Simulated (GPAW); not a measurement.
Runs of GPAW 26.7.0 on InSb3. It takes space group Pm-3m (No. 221, cubic). Conventional cell: a = 4.806 Å, b = 4.806 Å, c = 4.806 Å, α = 90.00°, β = 90.00°, γ = 90.00°. Sb (site symmetry 4/mmm) has 8 Sb at 3.40 Å and 4 In at 3.40 Å as nearest neighbours. In (site symmetry m-3m) has 12 Sb at 3.40 Å as nearest neighbours. The cell comes from a database or a generator and needn't be the stable form of this composition.

```csv
level,gap on the mesh (eV),pressure (GPa),relaxed volume (Å³/atom)
PBEsol+D3,none,0.0,(a)
PBEsol+D4,none,-0.1,25.63
PBEsol,none,0.0,(b)
PBEsol+D3(BJ)+ATM,none,-0.1,25.28
PBEsol+D3(BJ),none,-0.1,25.14
```

Alike in all rows: task relaxation of cell and atoms; potentials or basis PAW data sets generated in the run's folder for this functional, pw; no spin polarisation; cell relaxed; k mesh 5 × 5 × 5; cutoff (eV) 600; smearing fermi-dirac 0.05 eV.

Task: Fill in the values left out.

Result: (a) 25.81; (b) 26.36.

Caveats: later steps reuse the first step's grids; pairwise dispersion overbinds metals, which lowers pressure and volume (some runs).

A k mesh can miss the band edges, and the runs leave out spin-orbit coupling on In, Sb.

A gap of «none» marks a metal or a gap under the smearing width.

Runs at the PBE level aren't shown here.
